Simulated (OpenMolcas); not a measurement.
# Two attempts at C2H6Be (BeMe2)

Aim: a single-point energy of C2H6Be (BeMe2) at CCSD/ANO-S-VDZP (cc shift 0.1).

Program for the calculation: OpenMolcas 26.06.

5 further runs of the same task are left out: 5 set aside as unsound or not needed.

### 1 The molecule

C2H6Be: 9 atoms, total charge 0, spin state singlet. As SMILES, `[CH3][Be][CH3]`. Geometry: a GFN2-xTB relaxation, a rough one for these elements and not checked as a minimum.

Bond lengths: Be1–C2 1.725 Å, Be1–C6 1.726 Å, C2–H3 1.090 Å, C2–H4 1.091 Å, C2–H5 1.091 Å, C6–H7 1.091 Å, C6–H8 1.091 Å, C6–H9 1.091 Å. Some angles: C2–Be1–C6 178.8°, Be1–C2–H3 114.4°, Be1–C2–H4 114.2°, Be1–C2–H5 113.7°, Be1–C6–H7 113.9°, Be1–C6–H8 113.8°, Be1–C6–H9 114.4°, H3–C2–H4 104.5°, H3–C2–H5 104.5°, H4–C2–H5 104.5°.

### 2 The input as first written

Input file calc.input:

```
&GATEWAY
BasisSet
Be.ANO-S-VDZP....
Be1 0.008510 0.018740 0.000650 angstrom
End of Basis
BasisSet
C.ANO-S-VDZP....
C2 -0.002660 -0.011300 1.725210 angstrom
C6 0.004860 0.017210 -1.725380 angstrom
End of Basis
BasisSet
H.ANO-S-VDZP....
H3 -0.430930 0.877970 2.187650 angstrom
H4 0.985420 -0.104880 2.177250 angstrom
H5 -0.573860 -0.840100 2.144860 angstrom
H7 -0.992910 0.014990 -2.165590 angstrom
H8 0.500080 -0.848640 -2.166390 angstrom
H9 0.501490 0.876000 -2.178250 angstrom
End of Basis
&SEWARD
&SCF
Iterations = 3
PrOrbitals = 1 1
&RASSCF
FileOrb = $Project.ScfOrb
Spin = 1
Nactel = 0 0 0
Inactive = 11
Ras2 = 0
OutOrbitals = Canonical
OrbListing = NoCore
&MOTRA
JobIph
Frozen = 2
&CCSDT
CCSD
Iterations = 50
Extrapolation = 5 4
```

Command:

```console
$ export MOLCAS_MEM=1860
$ pymolcas calc.input > calc.log
```

Output:

```text
--- Start Module: gateway ---

                                              &GATEWAY

                       available to each process: 1.9 GB of memory, 1 thread

++    Symmetry information:
      ---------------------

                    Character Table for C1

                             E
                    a        1  x, y, xy, Rz, z, xz, Ry, yz, Rx, I
--

++    Basis set information:
      ----------------------

      Basis set label: BE.ANO-S...3S2P1D.

      Electronic valence basis set:
      ------------------
      Associated Effective Charge   4.000000 au
      Associated Actual Charge      4.000000 au
      Nuclear Model: Point charge

      Shell  nPrim  nBasis  Cartesian Spherical Contaminant
         s      10       3        X
         p       4       2        X
         d       3       1                 X

      Basis set label: C.ANO-S...3S2P1D.

[... 137 lines left out ...]
      Nuclear repulsion energy =   50.65553616
[... 40 lines left out ...]
++ Convergence information
                                   SCF        iterations: Energy and convergence statistics
[... 7 lines left out ...]
       No convergence after   2 Iterations
[... 4 lines left out ...]
 *                                             SCF/KS-DFT Program, Final results                                             *
 *                                                       Final Results                                                       *
[... 78 lines left out ...]
++    Molecular properties:
      ---------------------

      Charge (e):
                      =   -0.0000
      Dipole Moment (debye):
      Origin of the operator (angstrom)=    0.0024    0.0055    0.0001
                   X=  1.3877E-02               Y=  2.8158E-02               Z=  4.0176E-03           Total=  3.1648E-02
      Quadrupole Moment (debye*angstrom):
      Origin of the operator (angstrom)=    0.0024    0.0055    0.0001
                  XX= -1.9672E+01              XY=  4.0356E-05              XZ=  1.1035E-02              YY= -1.9669E+01
                  YZ=  4.0632E-02              ZZ= -2.4543E+01
      In traceless form (debye*angstrom)
                  XX=  2.4345E+00              XY=  6.0535E-05              XZ=  1.6553E-02              YY=  2.4381E+00
                  YZ=  6.0948E-02              ZZ= -4.8726E+00
--

--- Stop Module: scf /rc=_RC_NOT_CONVERGED_ ---

.#######################.
.# Convergence problem #.
.#######################.

    Timing: Wall=3.28 User=2.88 System=0.40
```

Wall time 3.6 s (1 thread of Arm Neoverse V2, shared host); peak memory 0.42 GiB.

### 3 What went wrong

No converged result was reached.

The fault: the iteration cap is too low for convergence. Among its listed settings the sound run differs in this, and the input shows the rest: iteration cap 66 in place of 3.

### 4 The mended input

calc.input: that of step 2 with these lines changed.

```diff
@@ -21,18 +21,33 @@
 &SCF
-Iterations = 3
-PrOrbitals = 1 1
+Iterations
+66
+Core
+PrOrbitals
+0
 &RASSCF
-FileOrb = $Project.ScfOrb
-Spin = 1
-Nactel = 0 0 0
-Inactive = 11
-Ras2 = 0
-OutOrbitals = Canonical
-OrbListing = NoCore
+FileOrb
+$Project.ScfOrb
+Spin
+1
+Nactel
+0 0 0
+Inactive
+11
+Ras2
+0
+OutOrbitals
+Canonical
+OrbListing
+NoCore
 &MOTRA
 JobIph
-Frozen = 2
+Frozen
+2
 &CCSDT
 CCSD
-Iterations = 50
-Extrapolation = 5 4
+Iterations
+50
+Shift
+0.1 0.1
+Extrapolation
+5 4
```

Command:

```console
$ export MOLCAS_MEM=300
$ pymolcas calc.input > calc.log
```

Output:

```text
--- Start Module: gateway ---
[...]
--- Stop Module: gateway /rc=_RC_ALL_IS_WELL_ ---
[...]
      Basis functions           72
[...]
       Convergence after  12 Iterations
[...]
::    Total SCF energy                                -93.8837566128
[...]
      Total spin, S                                     0.0000000000
[...]
      Number of active orbitals                  0
[...]
      Spin quantum number                      0.0
[...]
      Active orbitals                            0
[...]
      Number of CSFs                             1
[...]
      Number of root(s) required                 1
[...]
      Convergence after  4 iterations
[...]
      Natural orbitals and occupation numbers for root  1
      ************************************************************************************************************************
      *                                                    Final results                                                     *
      ************************************************************************************************************************
[...]
::    RASSCF root number  1 Total energy:    -93.88375661
[...]
      Total electronic charge=   22.000000
      Total            charge=   -0.000000
[...]
      Dipole Moment (debye):
      Origin of the operator (angstrom)=    0.0024    0.0055    0.0001
                   X=  1.3417E-02               Y=  2.7438E-02               Z=  3.5169E-03           Total=  3.0745E-02
      Quadrupole Moment (debye*angstrom):
[...]
--- Start Module: motra ---
[...]
      *** WARNING: Default frozen orbitals is overwritten by user input.
      *** Default values:   3
[...]
--- Stop Module: motra /rc=_RC_ALL_IS_WELL_ ---
--- Start Module: ccsdt ---
[...]
      Convergence after                    12  Iterations
      Total energy (diff) :     -94.25959798       0.00000010
[...]
--- Stop Module: ccsdt /rc=_RC_ALL_IS_WELL_ ---
[...]
```

Run time: 14 s. Hardware: 1 thread of Arm Neoverse V2, shared host.

### 5 What came out

Level: CCSD/ANO-S-VDZP (cc shift 0.1).

```
                                   quantity         value
                               total energy  -94.25960 Eh
         dipole moment (mean-field density)        0.03 D
        HOMO energy (Hartree–Fock orbitals)     -11.33 eV
        LUMO energy (Hartree–Fock orbitals)       2.78 eV
      HOMO–LUMO gap (Hartree–Fock orbitals)      14.11 eV
correlation energy (2 core orbitals frozen)    -375.8 mEh
```

In words: Mulliken charges of the mean-field density run from -0.15 on C6 to +0.05 on Be1; they depend strongly on the basis.
